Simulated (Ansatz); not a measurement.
# Cl3H3Sn: the cost of one run

All numbers below are computed with Ansatz 0.2.0 (RKS BLYP-D4/def2-SVP).

### Step 1. Starting point

Bond lengths: Sn1–Cl3 2.410 Å, Sn1–H4 1.739 Å, Sn1–Cl5 2.408 Å, Sn1–Cl6 2.710 Å. Angles: Cl3–Sn1–H4 109.5°, Cl3–Sn1–Cl5 109.5°, Cl3–Sn1–Cl6 67.2°, H4–Sn1–Cl5 109.5°, H4–Sn1–Cl6 176.6°, Cl5–Sn1–Cl6 72.8°.

Coordinates:

```xyz
7

Sn    0.0000    0.0000    0.0000
H     0.0000    0.0000    2.0900
Cl    2.2726    0.0000   -0.8025
H    -0.8195    1.4198   -0.5794
Cl   -1.1351   -1.9666   -0.8025
Cl    1.4144   -2.1479    0.8545
H     0.5697   -0.8651    2.0916
```

### Step 2. A restrained relaxation towards end A

Springs on the bonds that form and break draw the guess towards this end; the thresholds are loose.

Contents of input.yaml:

```yaml
crystal:
  periodic: [false, false, false]
  atoms:
    - { symbol: Sn, position_ang: [0.0, 0.0, 0.0] }
    - { symbol: H, position_ang: [0.0, 0.0, 2.09] }
    - { symbol: Cl, position_ang: [2.2726, 0.0, -0.8025] }
    - { symbol: H, position_ang: [-0.8195, 1.4198, -0.5794] }
    - { symbol: Cl, position_ang: [-1.1351, -1.9666, -0.8025] }
    - { symbol: Cl, position_ang: [1.4144, -2.1479, 0.8545] }
    - { symbol: H, position_ang: [0.5697, -0.8651, 2.0916] }
basis:
  gaussian: { orbitals: def2-SVP }
hamiltonian:
  xc: blyp
  dispersion: d4
relax:
  f_tol: 0.15
  max_steps: 25
  restrain:
    - { distance: [0, 5], at: 3.61, k: 30.0 }
    - { distance: [6, 1], at: 1.86, k: 30.0 }
    - { distance: [0, 1], at: 1.74, k: 30.0 }
    - { distance: [6, 5], at: 1.37, k: 30.0 }
output:
  orbitals: {}
```

Launch:

```console
$ ansatz run input.yaml --threads 2 --pin off --max-ram 3072MiB --backend cpu --events-out ev --progress --plain --runs-dir out
```

**Question.** How long does this run take on 2 threads of Intel Xeon 6975P-C (Granite Rapids), shared host, and how much memory does it need?

About 8.7 s, with a peak of 0.16 GiB.
